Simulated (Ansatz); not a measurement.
**BH₈NO₂Si₂: up Jacob's ladder to CCSD(T)**

Aim: compute BH₈NO₂Si₂ with functionals from several rungs and with coupled cluster. The yardstick is the atomisation energy at the CCSD(T) limit.

Program: Ansatz 0.2.0, Gaussian basis. Level of theory: functionals in def2-TZVPP, the program's frozen cores in correlated methods. These are calculated values, not measurements.

Plan: PBE-D4, r2SCAN-D4, PBE0-D4, B3LYP-D4, ωB97X-V, ωB97M-V, B2PLYP; CCSD(T)/def2-TZVPP; MP2/def2-QZVPP; extrapolation to the limit.

## (1) The relaxed structure

The geometry comes from an earlier relaxation with PBE0-D4 in a triple-zeta def2 set; it is a stationary point, not always the lowest conformer.

SMILES `NB(O[SiH3])O[SiH3]`, 14 atoms, charge 0, spin multiplicity 1.

Atoms are counted from 1 here; the program's logs count them from 0.

Bond lengths: N1–B2 1.403 Å, N1–H7 1.003 Å, N1–H8 1.003 Å, B2–O3 1.374 Å, B2–O5 1.374 Å, O3–Si4 1.635 Å, Si4–H9 1.484 Å, Si4–H10 1.488 Å, Si4–H11 1.484 Å, O5–Si6 1.635 Å, Si6–H12 1.484 Å, Si6–H13 1.488 Å, Si6–H14 1.484 Å. Angles: B2–N1–H7 122.3°, B2–N1–H8 122.3°, H7–N1–H8 115.4°, N1–B2–O3 118.7°, N1–B2–O5 118.7°, O3–B2–O5 122.6°, B2–O3–Si4 140.2°, O3–Si4–H9 108.1°, O3–Si4–H10 110.9°, O3–Si4–H11 110.1°, H9–Si4–H10 109.1°, H9–Si4–H11 109.4°, H10–Si4–H11 109.2°, B2–O5–Si6 140.2°, O5–Si6–H12 108.1°, O5–Si6–H13 110.9°, O5–Si6–H14 110.1°, H12–Si6–H13 109.1° and more.

## (2) PBE-D4 (GGA)

in.yaml reads:

```yaml
crystal:
  periodic: [false, false, false]
  atoms:
    - {symbol: N, position_ang: [-1.971730, -1.531999, -0.425034]}
    - {symbol: B, position_ang: [-0.879152, -0.683279, -0.189598]}
    - {symbol: O, position_ang: [-0.599073, 0.300437, -1.106326]}
    - {symbol: Si, position_ang: [0.621145, 1.295540, -1.546882]}
    - {symbol: O, position_ang: [-0.132841, -0.869698, 0.948302]}
    - {symbol: Si, position_ang: [0.947472, -0.076751, 1.885015]}
    - {symbol: H, position_ang: [-2.541990, -1.456252, -1.246434]}
    - {symbol: H, position_ang: [-2.235999, -2.255982, 0.216558]}
    - {symbol: H, position_ang: [0.701917, 1.299341, -3.028509]}
    - {symbol: H, position_ang: [1.917863, 0.823350, -0.989191]}
    - {symbol: H, position_ang: [0.353703, 2.673502, -1.063986]}
    - {symbol: H, position_ang: [0.581620, -0.303597, 3.305032]}
    - {symbol: H, position_ang: [0.922148, 1.384414, 1.602491]}
    - {symbol: H, position_ang: [2.314937, -0.599046, 1.638553]}
basis:
  gaussian: {orbitals: def2-TZVPP}
hamiltonian: {xc: pbe, dispersion: d4}
output: {forces: true, orbitals: {seedname: orbitals}}
```

Command:

```console
$ ansatz run in.yaml --threads 2 --pin off --events-out ev --progress --plain --max-ram 22528MiB --backend cuda --devices 0, --max-vram 18GiB
```

Further steps of the session: r2SCAN-D4 (meta-GGA); PBE0-D4 (hybrid); B3LYP-D4 (hybrid); ωB97X-V (range-separated); ωB97M-V (range-separated); B2PLYP (double hybrid); CCSD(T) in def2-TZVPP; MP2 in def2-QZVPP.

**Question.** What will the summary of the whole plan be? Wanted: atomisation energy, CCSD(T)/CBS; farthest; mean size of error, hybrid; mean size of error, range-separated; gap, smallest and largest; T1 diagnostic; triples share of the correlation energy.

The runs gave:

| quantity | value |
| --- | --- |
| atomisation energy, CCSD(T)/CBS | 5253.6 kJ/mol |
| functionals within 26.3 kJ/mol (0.5 %) | PBE-D4, r2SCAN-D4, B3LYP-D4, ωB97X-V, ωB97M-V |
| farthest | PBE0-D4 (-60.7 kJ/mol) |
| mean size of error, hybrid | 31.2 kJ/mol |
| mean size of error, range-separated | 17.6 kJ/mol |
| gap, smallest and largest | 5.44 eV (PBE-D4), 12.10 eV (ωB97X-V) |
| T1 diagnostic | 0.0117 |
| triples share of the correlation energy | 3.4 % |

**Reading.** PBE-D4 is off by +10.2 kJ/mol. Double hybrids carry the basis error of their MP2 part in triple zeta, and no dispersion term here, so their miss is partly the set-up's. Misses under about 26.3 kJ/mol are within the doubt on the reference itself, which lacks core-valence correlation, relativity and higher excitations. Hartree-Fock recovers 74 % of the binding; the rest is correlation. The gap grows from 5.4 to 12.1 eV across the functionals, mostly with the share of exact exchange.
